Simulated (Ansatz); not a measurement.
# Sn: a single-point run

Aim: a sound single-point run of Sn. The structure is shown as the input types it.

Program: Ansatz 0.2.0. Level of theory: density functional or hybrid calculation with the settings of its input, plane waves (as first typed). These are calculated values, not measurements.

**1. The structure to begin with**

The structure is cubic, space group Fd-3m (No. 227). Conventional cell: a = 6.569 Å, b = 6.569 Å, c = 6.569 Å, α = 90.00°, β = 90.00°, γ = 90.00°. Sn (site symmetry -43m) is surrounded by 4 Sn at 2.84 Å.

Structure file:

```cif
data_structure
_symmetry_space_group_name_H-M 'P 1'
_symmetry_Int_Tables_number 1
_cell_length_a 4.6449
_cell_length_b 4.6449
_cell_length_c 4.6449
_cell_angle_alpha 60.000
_cell_angle_beta 60.000
_cell_angle_gamma 60.000
_cell_volume 70.86
loop_
_atom_site_label
_atom_site_type_symbol
_atom_site_fract_x
_atom_site_fract_y
_atom_site_fract_z
_atom_site_occupancy
Sn1 Sn 0.00000 0.00000 0.00000 1
Sn2 Sn 0.25000 0.25000 0.25000 1
```

**2. Input and run**

File input.yaml:

```yaml
crystal:
  lattice:
    - [0.0, 3.2844597792, 3.2844597792]
    - [3.2844597792, 0.0, 3.2844597792]
    - [3.2844597792, 3.2844597792, 0.0]
  atoms:
    - { symbol: Sn, position: [0.0, 0.0, 0.0] }
    - { symbol: Sn, position: [0.25, 0.25, 0.25] }
kpoints:
  mp_grid: { grid: [4, 4, 4] }
hamiltonian:
  xc: pbe
scf:
  occupations: { method: fermi_dirac, width: 0.02 }
  n_extra_bands: 4
  convergence: { dr2_threshold: 0.0 }
  max_iter: 53
output:
  forces: true
  stress: true
  eigenvalues: true
```

Started as:

```
$ ansatz run input.yaml --threads 4 --pin off --max-ram 3686MiB --backend cpu --events-out ev --progress --plain --runs-dir out
```

**Question.** How will this run end, and is anything wrong with its input?

Nothing was computed: the input was turned down at the start. The line that matters: «invalid value for `scf.convergence.dr2_threshold`: must be finite and > 0; got 0 eV»

The suspect setting: scf.convergence.dr2_threshold is 0.0. The number typed is not permitted for that setting.

Remedy: delete scf.convergence.dr2_threshold (the default then holds).
